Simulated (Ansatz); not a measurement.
# CH₆NOSi radical: one species, many methods

How much do the methods differ for CH₆NOSi radical? The plan is to run it at one geometry with functionals of several rungs and with coupled cluster, and see how far each lands from CCSD(T) at the basis-set limit for the atomisation energy.

Program: Ansatz 0.2.0, Gaussian basis. Level of theory: functionals in def2-TZVPP, the program's frozen cores in correlated methods. These are calculated values, not measurements.

Plan: PBE-D4, r2SCAN-D4, PBE0-D4, B3LYP-D4, ωB97X-V, ωB97M-V, B2PLYP; CCSD(T)/def2-TZVPP; MP2/def2-QZVPP; extrapolation to the limit.

**1. Structure used throughout**

All runs share one geometry, relaxed beforehand with PBE0-D4 in a triple-zeta def2 set.

SMILES `CO[SiH]N`, 10 atoms, charge 0, spin multiplicity 2.

Atoms are counted from 1 here; the program's logs count them from 0.

Bond lengths: C1–O2 1.414 Å, C1–H5 1.096 Å, C1–H6 1.092 Å, C1–H7 1.095 Å, O2–Si3 1.641 Å, Si3–N4 1.723 Å, Si3–H8 1.501 Å, N4–H9 1.009 Å, N4–H10 1.008 Å. Angles: O2–C1–H5 110.9°, O2–C1–H6 108.3°, O2–C1–H7 111.4°, H5–C1–H6 108.6°, H5–C1–H7 108.6°, H6–C1–H7 109.0°, C1–O2–Si3 124.0°, O2–Si3–N4 110.0°, O2–Si3–H8 111.8°, N4–Si3–H8 104.3°, Si3–N4–H9 118.8°, Si3–N4–H10 120.6°, H9–N4–H10 110.9°.

**2. PBE-D4 (GGA)**

Contents of in.yaml:

```yaml
crystal:
  periodic: [false, false, false]
  atoms:
    - {symbol: C, position_ang: [0.367313, -1.411645, 0.650291]}
    - {symbol: O, position_ang: [-0.418075, -0.332780, 1.116792]}
    - {symbol: Si, position_ang: [-0.342336, 1.188701, 0.505693]}
    - {symbol: N, position_ang: [-0.620588, 1.156981, -1.193995]}
    - {symbol: H, position_ang: [1.415667, -1.287070, 0.943137]}
    - {symbol: H, position_ang: [-0.012954, -2.331029, 1.099443]}
    - {symbol: H, position_ang: [0.316778, -1.500468, -0.439443]}
    - {symbol: H, position_ang: [1.030930, 1.778777, 0.645218]}
    - {symbol: H, position_ang: [-0.230423, 1.891657, -1.764347]}
    - {symbol: H, position_ang: [-1.506311, 0.846897, -1.562809]}
basis:
  gaussian: {orbitals: def2-TZVPP}
magnetization: {spin_polarized: true, initial_magnetization: 1}
hamiltonian: {xc: pbe, dispersion: d4}
output: {forces: true, orbitals: {seedname: orbitals}}
```

The run is started by

```sh
> ansatz run in.yaml --threads 2 --pin off --events-out ev --progress --plain --max-ram 22528MiB --backend cpu
```

Further steps of the session: r2SCAN-D4 (meta-GGA); PBE0-D4 (hybrid); B3LYP-D4 (hybrid); ωB97X-V (range-separated); ωB97M-V (range-separated); B2PLYP (double hybrid); CCSD(T) in def2-TZVPP; MP2 in def2-QZVPP.

**Question.** What will the summary of the whole plan be? Wanted: atomisation energy, CCSD(T)/CBS; farthest; mean size of error, hybrid; mean size of error, range-separated; gap, smallest and largest; T1 diagnostic; triples share of the correlation energy.

**Answer**, as computed:

| quantity | value |
| --- | --- |
| atomisation energy, CCSD(T)/CBS | 3534.3 kJ/mol |
| functionals within 17.7 kJ/mol (0.5 %) | r2SCAN-D4, PBE0-D4, B3LYP-D4, ωB97X-V, ωB97M-V |
| farthest | PBE-D4 (+60.1 kJ/mol) |
| mean size of error, hybrid | 11.6 kJ/mol |
| mean size of error, range-separated | 8.9 kJ/mol |
| gap, smallest and largest | 1.71 eV (PBE-D4), 7.72 eV (ωB97X-V) |
| T1 diagnostic | 0.0135 |
| triples share of the correlation energy | 3.6 % |

PBE-D4 is off by +60.1 kJ/mol. Double hybrids carry the basis error of their MP2 part in triple zeta, and no dispersion term here, so their miss is partly the set-up's. Misses under about 17.7 kJ/mol are within the doubt on the reference itself, which lacks core-valence correlation, relativity and higher excitations. Hartree-Fock recovers 71 % of the binding; the rest is correlation. The gap grows from 1.7 to 7.7 eV across the functionals, mostly with the share of exact exchange.
